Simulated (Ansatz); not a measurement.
# F2GeH2N radical: up Jacob's ladder to CCSD(T)

The task here is to estimate one member of a computed series from the others.

Program: Ansatz 0.2.0, Gaussian basis. Level of theory: functionals in def2-TZVPP, the program's frozen cores in correlated methods. These are calculated values, not measurements.

Plan: LDA (SPW92), PBE-D4, revPBE-D4, BLYP-D4, r2SCAN-D4, B97M-V, PBE0-D4, B3LYP-D4, r2SCANh-D4, r2SCAN0-D4, HSE06-D4, BHLYP-D4, CAM-B3LYP-D4, LC-ωPBE, ωB97X-V, ωB97M-V, B2PLYP, PBE-QIDH; CCSD(T)/def2-SVP; CCSD(T)/def2-TZVPP; MP2/def2-QZVPP; extrapolation to the limit; RPA on PBE.

### The geometry

An earlier PBE0-D4 in a triple-zeta def2 set relaxation fixed the geometry.

SMILES `[NH2][Ge]([F])[F]`, 6 atoms, charge 0, spin multiplicity 2.

Atoms are counted from 1 here; the program's logs count them from 0.

Bond lengths: N1–Ge2 1.835 Å, N1–H5 1.013 Å, N1–H6 1.013 Å, Ge2–F3 1.736 Å, Ge2–F4 1.736 Å. Angles: Ge2–N1–H5 113.8°, Ge2–N1–H6 113.8°, H5–N1–H6 109.2°, N1–Ge2–F3 105.1°, N1–Ge2–F4 105.2°, F3–Ge2–F4 106.0°.

The first run:

Contents of in.yaml:

```yaml
crystal:
  periodic: [false, false, false]
  atoms:
    - {symbol: N, position_ang: [-0.209985, 0.851698, -0.337917]}
    - {symbol: Ge, position_ang: [-0.063257, -0.777365, 0.494768]}
    - {symbol: F, position_ang: [1.530789, -0.792603, 1.183102]}
    - {symbol: F, position_ang: [-0.040374, -1.943935, -0.791149]}
    - {symbol: H, position_ang: [-0.118840, 1.641565, 0.290269]}
    - {symbol: H, position_ang: [-1.056333, 0.956640, -0.885170]}
basis:
  gaussian: {orbitals: def2-TZVPP}
magnetization: {spin_polarized: true, initial_magnetization: 1}
hamiltonian: {xc: lda}
output: {orbitals: {seedname: orbitals}}
```

Among the steps run: LDA; PBE-D4 (GGA); revPBE-D4 (GGA); BLYP-D4 (GGA); r2SCAN-D4 (meta-GGA); B97M-V (meta-GGA); PBE0-D4 (hybrid); B3LYP-D4 (hybrid); r2SCANh-D4 (hybrid); r2SCAN0-D4 (hybrid); HSE06-D4 (hybrid); BHLYP-D4 (hybrid); CAM-B3LYP-D4 (range-separated); LC-ωPBE-D4 (range-separated; the results give it without D4); ωB97X-V (range-separated); ωB97M-V (range-separated); B2PLYP (double hybrid); PBE-QIDH (double hybrid).

One of the session's tables, all rows but one given; the rest of the session is left out.

It belongs to the step «Frontier levels by functional». 

```
  functional  HOMO (eV)  LUMO (eV)  gap (eV)
 LDA (SPW92)      -5.90      -5.01      0.89
      PBE-D4      -5.79      -4.59      1.19
   revPBE-D4      -5.73      -4.44      1.29
     BLYP-D4      -5.65      -4.64      1.01
   r2SCAN-D4      -6.22      -4.26      1.96
      B97M-V      -6.07      -4.60      1.47
     PBE0-D4      -7.16      -3.68      3.48
    B3LYP-D4      -6.89      -4.11      2.78
  r2SCANh-D4      -6.73      -3.93      2.80
  r2SCAN0-D4          ?          ?         ?
    HSE06-D4      -6.75      -4.05      2.70
    BHLYP-D4      -8.39      -2.89      5.50
CAM-B3LYP-D4      -8.51      -2.82      5.69
     LC-ωPBE      -9.88      -1.36      8.52
     ωB97X-V      -9.39      -1.76      7.62
     ωB97M-V      -9.24      -1.84      7.41
```

Q: Estimate the row for r2SCAN0-D4 from the others.

Worked estimate for «HOMO (eV)». Against the share of exact exchange, r2SCAN-D4 (0, -6.22), r2SCANh-D4 (0.1, -6.73) give a slope of -5.10 per unit share; at 0.25 the line stands at -7.49.

**Answer.** HOMO (eV): -7.49; LUMO (eV): -3.42; gap (eV): 4.06. In «HOMO (eV)» the line misses by 0.00.
